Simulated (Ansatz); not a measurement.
# Ir (diamond type): a single-point run

Aim: a sound single-point run of Ir (diamond type). The structure is shown as the input types it.

Program: Ansatz 0.2.0. Level of theory: DFT, PBEsol, PAW with Ansatz's default frozen-core files, scalar-relativistic. These are calculated values, not measurements.

**1. The starting structure**

Symmetry: Fd-3m, No. 227, cubic system. The conventional cell has a = 7.667 Å, b = 7.667 Å, c = 7.667 Å, α = 90.00°, β = 90.00°, γ = 90.00°. Around Ir (site symmetry -43m) lie 4 Ir at 3.32 Å.

Structure file:

```cif
data_structure
_symmetry_space_group_name_H-M 'P 1'
_symmetry_Int_Tables_number 1
_cell_length_a 5.4214
_cell_length_b 5.4214
_cell_length_c 5.4214
_cell_angle_alpha 60.000
_cell_angle_beta 60.000
_cell_angle_gamma 60.000
_cell_volume 112.67
loop_
_atom_site_label
_atom_site_type_symbol
_atom_site_fract_x
_atom_site_fract_y
_atom_site_fract_z
_atom_site_occupancy
Ir1 Ir 0.87500 0.87500 0.87500 1
Ir2 Ir 0.12500 0.12500 0.12500 1
```

**2. Running it**

input.yaml reads:

```yaml
crystal:
  lattice:
    - [0.0, 3.83348884, 3.83348884]
    - [3.83348884, 0.0, 3.83348884]
    - [3.83348884, 3.83348884, 0.0]
  atoms:
    - { symbol: Ir, position: [-0.125, -0.125, -0.125] }
    - { symbol: Ir, position: [0.125, 0.125, 0.125] }
kpoints:
  mp_grid: { grid: [13, 13, 13] }
  band_path:
    path:
      - [0.0, 0.0, 0.0]
      - [0.5, 0.0, 0.5]
      - [0.625, 0.25, 0.625]
      - [0.375, 0.375, 0.75]
      - [0.0, 0.0, 0.0]
      - [0.5, 0.5, 0.5]
      - [0.5, 0.25, 0.75]
      - [0.5, 0.0, 0.5]
    npoints: 8
scf:
  occupations: { method: fermi_dirac, width: 0.05 }
  max_iter: 100
hamiltonian:
  xc: pbesol
  pseudopotentials: { kind: paw }
output:
  forces: true
  stress: true
  eigenvalues: true
  populations: true
```

Launch:

```console
$ ansatz run input.yaml --threads 1 --pin off --max-ram 2048MiB --backend cpu --events-out ev --progress --plain --runs-dir out
```

Q: Will this input give a usable result? If not, why, and what should change?

The run converged and reported no error. That alone doesn't make the input a sound one.

All or some distances are much too long for bonding. The shortest distance in the input is 3.32 Å, between atoms 1 (Ir) and 2 (Ir).

Remedy: start from sensible bond lengths.
